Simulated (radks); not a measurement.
# Cl in [He] 2s2 2p5 3s2 3p5 3d1: an all-electron calculation

One table from this session's results is given with a row withheld; the runs are named, their logs left out.

Method: scalar-relativistic Kohn-Sham, LDA (Slater exchange, Perdew-Wang correlation), spin-polarised, spherical densities, finite nucleus; open shells are filled with parallel spins first. Code: radks (a radial shooting solver on a logarithmic mesh, Libxc functionals) version 1.

### The system

```
element            : chlorine (Z = 17)
charge             : 0
electrons          : 17
configuration      : [He] 2s2 2p5 3s2 3p5 3d1
nuclear rms radius : 3.3654 fm
```

Outer shells as boxes (Hund's rule):

Cl
```
[He] core
2s [↑↓]
2p [↑↓][↑↓][↑ ]
3s [↑↓]
3p [↑↓][↑↓][↑ ]
3d [↑ ][  ][  ][  ][  ]
```

The first run:

The run's settings:

```text
Z 17
configuration [He] 2s2 2p5 3s2 3p5 3d1
relativity scalar-relativistic
functional lda,pw
spin polarised
nucleus finite rms 3.3654 fm
c 137.035999084
```

Run with:

```bash
python run_ks.py task.json out
```

The same process makes all the runs of this session.

One table of the session follows, with a row left open; its other results are not shown here.

It belongs to the step «Orbitals and density». From the orbitals of this run (lengths in bohr):

| level | <r> | outermost maximum (interpolated) | 90 % within | nodes |
| --- | --- | --- | --- | --- |
| 1s up | 0.09119 | 0.0596 | 0.163 | 0 |
| 1s down | 0.09113 | 0.0596 | 0.163 | 0 |
| 2s up | 0.4361 | 0.358 | 0.680 | 1 |
| 2s down | ? | ? | ? | ? |
| 2p up | 0.3940 | 0.295 | 0.651 | 0 |
| 2p down | 0.3961 | 0.296 | 0.655 | 0 |
| 3s up | 1.416 | 1.20 | 2.14 | 2 |
| 3s down | 1.430 | 1.21 | 2.16 | 2 |
| 3p up | 1.592 | 1.29 | 2.48 | 1 |
| 3p down | 1.621 | 1.30 | 2.54 | 1 |
| 3d up | 6.496 | 2.25 | 12.1 | 0 |
| 3d down | 10.96 | 9.84 | 18.3 | 0 |

Q: Estimate the row for 2s down from the others.

The run gave: <r>: 0.4375; outermost maximum (interpolated): 0.359; 90 % within: 0.682; nodes: 1. In the column «<r>» it lies between 2s up (0.4361) and 3s up (1.416).
